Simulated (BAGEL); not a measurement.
# HF/def2-SVP (density fitting with qzvpp-jkfit) run of CH4GeO2 (SMILES O=C[O][GeH3])

Aim: the vertical ionisation energy of CH4GeO2 at HF/def2-SVP (density fitting with qzvpp-jkfit), from 2 runs. 

Program for the calculation: BAGEL 1.2.2.

8 further runs of the same task are left out: 5 that didn't finish, 3 set aside as unsound or not needed.

**1. Starting point**

CH4GeO2: 8 atoms, total charge 0, spin state singlet. SMILES: `O=C[O][GeH3]`. The coordinates come from a PBE0-D4/def2-TZVP relaxation. This is one conformer, not always the lowest.

Bond lengths: O1–C2 1.203 Å, C2–O3 1.318 Å, O3–Ge4 1.840 Å, C2–H5 1.101 Å, Ge4–H6 1.528 Å, Ge4–H7 1.528 Å, Ge4–H8 1.531 Å. Angles: O1–C2–O3 124.7°, C2–O3–Ge4 113.7°, O1–C2–H5 123.7°, O3–C2–H5 111.6°, O3–Ge4–H6 108.6°, O3–Ge4–H7 108.6°, O3–Ge4–H8 100.3°, H6–Ge4–H7 113.7°, H6–Ge4–H8 112.4°, H7–Ge4–H8 112.4°.

**2. The energy at HF/def2-SVP (density fitting with qzvpp-jkfit)**

Contents of calc.json:

```json
{ "bagel": [

{
  "title": "molecule",
  "basis": "svp",
  "df_basis": "qzvpp-jkfit",
  "angstrom": true,
  "geometry": [
    { "atom": "O", "xyz": [       1.249800,      -0.737800,       1.111600 ] },
    { "atom": "C", "xyz": [       1.395900,       0.277800,       0.484100 ] },
    { "atom": "O", "xyz": [       0.493200,       0.797800,      -0.322800 ] },
    { "atom": "Ge", "xyz": [      -1.061900,      -0.180000,      -0.421000 ] },
    { "atom": "H", "xyz": [       2.310300,       0.889700,       0.516800 ] },
    { "atom": "H", "xyz": [      -1.700900,      -0.218500,       0.966900 ] },
    { "atom": "H", "xyz": [      -0.732900,      -1.562300,      -0.983900 ] },
    { "atom": "H", "xyz": [      -1.861500,       0.676100,      -1.407500 ] }
  ]
},

{ "title": "hf" },

{ "title": "print", "file": "orbitals.molden", "orbitals": true }

]}
```

The run is started by

```
$ BAGEL_NUM_THREADS=1 BAGEL calc.json > calc.out
```

The program printed:

```text
* using 1 threads per process

  ===============================================================
  ===============================================================

  *** Geometry ***

  { "atom" : "O", "xyz" : [      2.361780,     -1.394240,      2.100620 ] },
  { "atom" : "C", "xyz" : [      2.637869,      0.524966,      0.914816 ] },
  { "atom" : "O", "xyz" : [      0.932013,      1.507624,     -0.610004 ] },
  { "atom" : "Ge", "xyz" : [     -2.006700,     -0.340151,     -0.795575 ] },
  { "atom" : "H", "xyz" : [      4.365834,      1.681289,      0.976610 ] },
  { "atom" : "H", "xyz" : [     -3.214235,     -0.412905,      1.827176 ] },
  { "atom" : "H", "xyz" : [     -1.384980,     -2.952319,     -1.859302 ] },
  { "atom" : "H", "xyz" : [     -3.517725,      1.277644,     -2.659790 ] },

  Number of auxiliary basis functions:      567

  Since a DF basis is specified, we compute 2- and 3-index integrals:
    o Being stored without compression. Storage requirement is 0.040 GB

  Number of basis functions:       94
  Number of electrons      :       58

    * METHOD: MOLECULE                             0.31

  *** RHF ***

  === Nuclear Repulsion ===
   272.5911180305

      * DIIS with orbital gradients will be used.

  === RHF iteration (svp) ===
      0      -2264.69811656          0.01649213           0.13
      1      -2264.82436661          0.01153497           0.12
      2      -2264.89901694          0.00126785           0.12
      3      -2264.90055818          0.00060805           0.12
      4      -2264.90081753          0.00016058           0.12
      5      -2264.90086377          0.00008221           0.12
      6      -2264.90087628          0.00003380           0.12
      7      -2264.90087903          0.00000826           0.12
      8      -2264.90087910          0.00000400           0.12
      9      -2264.90087911          0.00000127           0.12
     10      -2264.90087911          0.00000056           0.12
     11      -2264.90087911          0.00000017           0.12
     12      -2264.90087911          0.00000007           0.12
     13      -2264.90087911          0.00000003           0.12
     14      -2264.90087911          0.00000001           0.12
     15      -2264.90087911          0.00000000           0.12
    * SCF iteration converged.

    * Permanent dipole moment:
           (    0.433889,    -0.333117,     0.445090) a.u.

    * METHOD: HF                                   2.25

    * METHOD: PRINT                                0.01

  ===============================================================
```

Wall time 2.8 s (1 thread of Arm Neoverse V2, shared host); peak memory 0.16 GiB.

**3. The doublet cation, same level**

Contents of input.json:

```json
{ "bagel": [

{
  "title": "molecule",
  "basis": "svp",
  "df_basis": "qzvpp-jkfit",
  "angstrom": "true",
  "geometry": [
    { "atom": "O", "xyz": [       1.249800,      -0.737800,       1.111600 ] },
    { "atom": "C", "xyz": [       1.395900,       0.277800,       0.484100 ] },
    { "atom": "O", "xyz": [       0.493200,       0.797800,      -0.322800 ] },
    { "atom": "Ge", "xyz": [      -1.061900,      -0.180000,      -0.421000 ] },
    { "atom": "H", "xyz": [       2.310300,       0.889700,       0.516800 ] },
    { "atom": "H", "xyz": [      -1.700900,      -0.218500,       0.966900 ] },
    { "atom": "H", "xyz": [      -0.732900,      -1.562300,      -0.983900 ] },
    { "atom": "H", "xyz": [      -1.861500,       0.676100,      -1.407500 ] }
  ]
},

{ "title": "uhf", "charge": 1, "nopen": 1 },

{ "title": "print", "file": "orbitals.molden", "orbitals": "true" }

]}
```

The run is started by

```
$ BAGEL_NUM_THREADS=1 BAGEL input.json > input.out
```

The program printed:

```text
* using 1 threads per process

  ===============================================================
  ===============================================================

  *** Geometry ***

  { "atom" : "O", "xyz" : [      2.361780,     -1.394240,      2.100620 ] },
  { "atom" : "C", "xyz" : [      2.637869,      0.524966,      0.914816 ] },
  { "atom" : "O", "xyz" : [      0.932013,      1.507624,     -0.610004 ] },
  { "atom" : "Ge", "xyz" : [     -2.006700,     -0.340151,     -0.795575 ] },
  { "atom" : "H", "xyz" : [      4.365834,      1.681289,      0.976610 ] },
  { "atom" : "H", "xyz" : [     -3.214235,     -0.412905,      1.827176 ] },
  { "atom" : "H", "xyz" : [     -1.384980,     -2.952319,     -1.859302 ] },
  { "atom" : "H", "xyz" : [     -3.517725,      1.277644,     -2.659790 ] },

  Number of auxiliary basis functions:      567

  Since a DF basis is specified, we compute 2- and 3-index integrals:
    o Being stored without compression. Storage requirement is 0.040 GB

  Number of basis functions:       94
  Number of electrons      :       58

    * METHOD: MOLECULE                             0.30

  *** Open-shell HF ***

  === Nuclear Repulsion ===
   272.5911180305

      * DIIS with orbital gradients will be used.

  === UHF iteration (svp) ===
      0      -2264.19993301          0.03454409           0.24
      1      -2264.25589427          0.03689453           0.23
      2      -2264.28621156          0.03202615           0.23
      3      -2264.49411563          0.00669924           0.23
      4      -2264.51496156          0.00513283           0.23
      5      -2264.53387683          0.00345981           0.23
      6      -2264.54609626          0.00164201           0.23
      7      -2264.54639089          0.00089915           0.23
      8      -2264.54696779          0.00016441           0.23
      9      -2264.54702292          0.00009409           0.23
     10      -2264.54706503          0.00006594           0.23
     11      -2264.54708261          0.00003729           0.22
     12      -2264.54708446          0.00002422           0.21
     13      -2264.54708396          0.00001052           0.22
     14      -2264.54708526          0.00000271           0.21
     15      -2264.54708563          0.00000147           0.21
     16      -2264.54708578          0.00000080           0.21
     17      -2264.54708583          0.00000044           0.21
     18      -2264.54708584          0.00000019           0.22
     19      -2264.54708584          0.00000014           0.21
     20      -2264.54708584          0.00000010           0.21
     21      -2264.54708584          0.00000009           0.22
     22      -2264.54708584          0.00000007           0.22
     23      -2264.54708584          0.00000004           0.22
     24      -2264.54708584          0.00000003           0.21
     25      -2264.54708584          0.00000002           0.22
     26      -2264.54708584          0.00000002           0.22
     27      -2264.54708584          0.00000001           0.22
    * SCF iteration converged.

    * S^2 (UHF) is 0.7639

    * Permanent dipole moment:
           (   -1.660137,    -0.122732,    -0.739993) a.u.

    * METHOD: UHF                                  6.47

    * METHOD: PRINT                                0.01

  ===============================================================
```

Run time: 7.2 s. Hardware: 1 thread of Arm Neoverse V2, shared host; peak memory 0.16 GiB.

**4. What came out**

At HF/def2-SVP (density fitting with qzvpp-jkfit):

```
                                          quantity           value
                     singlet CH4GeO2: total energy  -2264.90088 Eh
                    singlet CH4GeO2: dipole moment          1.79 D
                      singlet CH4GeO2: HOMO energy       -12.59 eV
                      singlet CH4GeO2: LUMO energy         3.48 eV
                    singlet CH4GeO2: HOMO–LUMO gap        16.07 eV
                      doublet cation: total energy  -2264.54709 Eh
                              doublet cation: ⟨S²⟩           0.764
vertical ionisation energy (to the doublet cation)        9.627 eV
```

**Reading.** The vertical ionisation energy comes to 9.63 eV (929 kJ/mol). The negative HOMO energy of the first species, 12.59 eV, lies 2.96 eV above that difference.
